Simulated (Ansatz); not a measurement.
# ClFH₄OSSi₂: up Jacob's ladder to CCSD(T)

The task here is to estimate one member of a computed series from the others.

Computed with Ansatz 0.2.0, Gaussian basis. Level: functionals in def2-TZVPP, the program's frozen cores in correlated methods.

The runs, in order: PBE-D4, r2SCAN-D4, PBE0-D4, B3LYP-D4, ωB97X-V, ωB97M-V, B2PLYP; CCSD(T)/def2-TZVPP; MP2/def2-QZVPP; extrapolation to the limit.

**The relaxed structure**

The geometry comes from an earlier relaxation with PBE0-D4 in a triple-zeta def2 set; it is a stationary point, not always the lowest conformer.

SMILES `O[SiH](F)S[SiH2]Cl`, 10 atoms, charge 0, spin multiplicity 1.

Atoms are counted from 1 here; the program's logs count them from 0.

Bond lengths: O1–Si2 1.622 Å, O1–H7 0.959 Å, Si2–F3 1.594 Å, Si2–S4 2.131 Å, Si2–H8 1.468 Å, S4–Si5 2.129 Å, Si5–Cl6 2.052 Å, Si5–H9 1.476 Å, Si5–H10 1.478 Å. Angles: Si2–O1–H7 119.1°, O1–Si2–F3 111.5°, O1–Si2–S4 108.8°, O1–Si2–H8 107.1°, F3–Si2–S4 107.8°, F3–Si2–H8 108.0°, S4–Si2–H8 113.7°, Si2–S4–Si5 100.2°, S4–Si5–Cl6 111.6°, S4–Si5–H9 111.9°, S4–Si5–H10 105.3°, Cl6–Si5–H9 107.5°, Cl6–Si5–H10 108.7°, H9–Si5–H10 111.9°.

Set-up of the first run:

File in.yaml:

```yaml
crystal:
  periodic: [false, false, false]
  atoms:
    - {symbol: O, position_ang: [0.947248, -2.564258, 0.502460]}
    - {symbol: Si, position_ang: [0.736214, -0.958337, 0.593478]}
    - {symbol: F, position_ang: [1.697180, -0.184326, -0.415278]}
    - {symbol: S, position_ang: [-1.274029, -0.499739, 0.057036]}
    - {symbol: Si, position_ang: [-1.038509, 1.510289, -0.604168]}
    - {symbol: Cl, position_ang: [-0.199102, 2.689070, 0.850027]}
    - {symbol: H, position_ang: [0.624637, -3.033892, -0.268962]}
    - {symbol: H, position_ang: [1.090823, -0.552541, 1.958887]}
    - {symbol: H, position_ang: [-0.176144, 1.598909, -1.798352]}
    - {symbol: H, position_ang: [-2.408329, 1.994805, -0.875138]}
basis:
  gaussian: {orbitals: def2-TZVPP}
hamiltonian: {xc: pbe, dispersion: d4}
output: {forces: true, orbitals: {seedname: orbitals}}
```

Started as:

```
$ ansatz run in.yaml --threads 2 --pin off --events-out ev --progress --plain --max-ram 22528MiB --backend cuda --devices 0, --max-vram 18GiB
```

Steps of the session up to this table: PBE-D4 (GGA); r2SCAN-D4 (meta-GGA); PBE0-D4 (hybrid); B3LYP-D4 (hybrid); ωB97X-V (range-separated); ωB97M-V (range-separated); B2PLYP (double hybrid); CCSD(T) in def2-TZVPP; MP2 in def2-QZVPP.

One of the session's tables, all rows but one given; the rest of the session is left out.

| method | atomisation energy (kJ/mol) |
| --- | --- |
| PBE-D4 | 3582.3 |
| r2SCAN-D4 | 3579.9 |
| PBE0-D4 | 3526.8 |
| B3LYP-D4 | 3527.9 |
| ωB97X-V | 3589.2 |
| ωB97M-V | 3584.3 |
| B2PLYP | 3500.1 |
| HF/def2-TZVPP | 2606.6 |
| MP2/def2-TZVPP | 3559.0 |
| CCSD/def2-TZVPP | 3400.6 |
| CCSD(T)/def2-TZVPP | ? |
| MP2/CBS | 3684.8 |
| CCSD(T)/CBS | 3584.9 |

**Question.** Estimate the row for CCSD(T)/def2-TZVPP.

The run gave: atomisation energy (kJ/mol): 3459.0. In the column «atomisation energy (kJ/mol)» it lies between CCSD/def2-TZVPP (3400.6) and B2PLYP (3500.1).
